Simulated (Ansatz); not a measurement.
# C7H9N: a ladder of functionals and wavefunction methods

The task here is to estimate one member of a computed series from the others.

Program: Ansatz 0.2.0, Gaussian basis. Level of theory: functionals in def2-TZVPP, the program's frozen cores in correlated methods. These are calculated values, not measurements.

Plan: LDA (SPW92), PBE-D4, revPBE-D4, BLYP-D4, r2SCAN-D4, B97M-V, PBE0-D4, B3LYP-D4, r2SCANh-D4, r2SCAN0-D4, HSE06-D4, BHLYP-D4, CAM-B3LYP-D4, LC-ωPBE, ωB97X-V, ωB97M-V, B2PLYP, PBE-QIDH; CCSD(T)/def2-SVP; CCSD(T)/def2-TZVPP; MP2/def2-QZVPP; extrapolation to the limit; RPA on PBE.

## The relaxed structure

The geometry comes from an earlier relaxation with PBE0-D4 in a triple-zeta def2 set; it is a stationary point, not always the lowest conformer.

SMILES `Cc1cncc(C)c1`, 17 atoms, charge 0, spin multiplicity 1.

Atoms are counted from 1 here; the program's logs count them from 0.

Bond lengths: C1–C2 1.496 Å, C1–H9 1.093 Å, C1–H10 1.091 Å, C1–H11 1.093 Å, C2–C3 1.392 Å, C2–C8 1.388 Å, C3–N4 1.326 Å, C3–H12 1.088 Å, N4–C5 1.326 Å, C5–C6 1.392 Å, C5–H13 1.088 Å, C6–C7 1.496 Å, C6–C8 1.388 Å, C7–H14 1.093 Å, C7–H15 1.093 Å, C7–H16 1.091 Å, C8–H17 1.087 Å. Angles: C2–C1–H9 111.3°, C2–C1–H10 111.1°, C2–C1–H11 111.2°, H9–C1–H10 107.9°, H9–C1–H11 107.3°, H10–C1–H11 107.9°, C1–C2–C3 121.3°, C1–C2–C8 121.9°, C3–C2–C8 116.8°, C2–C3–N4 124.1°, C2–C3–H12 119.6°, N4–C3–H12 116.3°, C3–N4–C5 117.6°, N4–C5–C6 124.1°, N4–C5–H13 116.3°, C6–C5–H13 119.6°, C5–C6–C7 121.3°, C5–C6–C8 116.8° and more.

The first run:

File in.yaml:

```yaml
crystal:
  periodic: [false, false, false]
  atoms:
    - {symbol: C, position_ang: [1.360143, -2.228850, 0.063738]}
    - {symbol: C, position_ang: [0.891842, -0.810652, -0.022471]}
    - {symbol: C, position_ang: [1.786439, 0.234930, -0.229496]}
    - {symbol: N, position_ang: [1.432848, 1.509866, -0.314524]}
    - {symbol: C, position_ang: [0.144813, 1.800129, -0.194384]}
    - {symbol: C, position_ang: [-0.852340, 0.852250, 0.014457]}
    - {symbol: C, position_ang: [-2.289023, 1.250038, 0.139899]}
    - {symbol: C, position_ang: [-0.449081, -0.473242, 0.099110]}
    - {symbol: H, position_ang: [0.899231, -2.846249, -0.711943]}
    - {symbol: H, position_ang: [2.442693, -2.293412, -0.055824]}
    - {symbol: H, position_ang: [1.101778, -2.673409, 1.028571]}
    - {symbol: H, position_ang: [2.848537, 0.021567, -0.331206]}
    - {symbol: H, position_ang: [-0.120866, 2.852737, -0.267599]}
    - {symbol: H, position_ang: [-2.898077, 0.786049, -0.640626]}
    - {symbol: H, position_ang: [-2.703652, 0.939568, 1.102695]}
    - {symbol: H, position_ang: [-2.406193, 2.331669, 0.057501]}
    - {symbol: H, position_ang: [-1.189072, -1.253009, 0.262093]}
basis:
  gaussian: {orbitals: def2-TZVPP}
hamiltonian: {xc: lda}
output: {orbitals: {seedname: orbitals}}
```

Started as:

```sh
$ ansatz run in.yaml --threads 2 --pin off --events-out ev --progress --plain --max-ram 32768MiB --backend cuda --devices 0, --max-vram 18GiB
```

Steps of the session up to this table: LDA; PBE-D4 (GGA); revPBE-D4 (GGA); BLYP-D4 (GGA); r2SCAN-D4 (meta-GGA); B97M-V (meta-GGA); PBE0-D4 (hybrid); B3LYP-D4 (hybrid); r2SCANh-D4 (hybrid); r2SCAN0-D4 (hybrid); HSE06-D4 (hybrid); BHLYP-D4 (hybrid); CAM-B3LYP-D4 (range-separated); LC-ωPBE (range-separated); ωB97X-V (range-separated); ωB97M-V (range-separated); B2PLYP (double hybrid); PBE-QIDH (double hybrid).

One of the session's tables, all rows but one given; the rest of the session is left out.

It belongs to the step «Orbital energies across the functionals». 

| functional | HOMO (eV) | gap (eV) |
| --- | --- | --- |
| LDA (SPW92) | -5.73 | 3.84 |
| PBE-D4 | -5.63 | 3.98 |
| revPBE-D4 | -5.58 | 4.02 |
| BLYP-D4 | -5.53 | 4.03 |
| r2SCAN-D4 | -5.95 | 4.46 |
| B97M-V | -6.16 | 4.72 |
| PBE0-D4 | -7.10 | 6.36 |
| B3LYP-D4 | ? | ? |
| r2SCANh-D4 | -6.53 | 5.37 |
| r2SCAN0-D4 | -7.20 | 6.55 |
| HSE06-D4 | -6.71 | 5.59 |
| BHLYP-D4 | -7.87 | 8.14 |
| CAM-B3LYP-D4 | -8.30 | 8.63 |
| LC-ωPBE | -9.57 | 10.95 |
| ωB97X-V | -9.23 | 10.58 |
| ωB97M-V | -9.15 | 10.43 |

**Question.** Estimate the row for B3LYP-D4.

Worked estimate for «HOMO (eV)». Against the share of exact exchange, BLYP-D4 (0, -5.53), BHLYP-D4 (0.5, -7.87) give a slope of -4.68 per unit share; at 0.2 the line stands at -6.47.

The run gave: HOMO (eV): -6.90; gap (eV): 5.96. In «HOMO (eV)» the line misses by +0.43.
